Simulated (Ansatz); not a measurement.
# BrClGa, SMILES [Cl][Ga][Br]: vertical energies of changing the electron count

Computed with Ansatz 0.2.0 through its Python package.

Run as a notebook:

**Cell 1**
```python
import ansatz as az
```

**Cell 2**
```python
def energy(molecule, charge=0, unpaired=0):
    calc = (
        molecule.calculation()
        .basis(gaussian='def2-SVPD')
        .functional('pbe0', dispersion='d3bj')
    )
    if charge:
        calc = calc.charge(charge)
    if unpaired:
        calc = calc.spin('collinear', total=unpaired)
    return calc.run(threads=1, backend='cpu').report['free_energy_ev']

mol = (
    az.Crystal.molecule()
    .atom('Cl', [-0.0009, 1.7539, 0.1814])
    .atom('Ga', [-0.7687, -0.0151, -0.4194])
    .atom('Br', [0.7586, -1.8036, 0.2247])
)
```

**Cell 3**
```python
# total-energy differences at one geometry
parent = energy(mol, 0, 1)
cation = energy(mol, 1, 0)
print(f'E(N)   = {parent:.5f} eV')
print(f'E(N-1) = {cation:.5f} eV  (0 unpaired)')
print(f'vertical ionisation energy {cation - parent:.3f} eV')
other = energy(mol, 1, 2)
print(f'to the state with 2 unpaired electrons: {other - parent:.3f} eV')
```
Output:
```text
E(N)   = -134911.11687 eV
E(N-1) = -134901.74484 eV  (0 unpaired)
vertical ionisation energy 9.372 eV
to the state with 2 unpaired electrons: 10.546 eV
```

Total energies depend on the basis set; only differences at equal settings carry meaning. The geometry is a force-field or estimated start, not a minimum of this method, and the basis set is short of its limit. All parts are taken at fixed geometry, without zero-point energy. At an unrelaxed start these energies can be a whole eV from those at the minimum, and a small affinity can change sign. The species is open-shell (spin multiplicity 2). Only the spin states typed were run; another state of an ion can lie lower, by up to an eV or two. Run time: 75 s on 1 thread of AMD EPYC (Zen 3) (shared host), peak memory 0.45 GiB.

(Lines on the test bed's own set-up are left out of the output.)
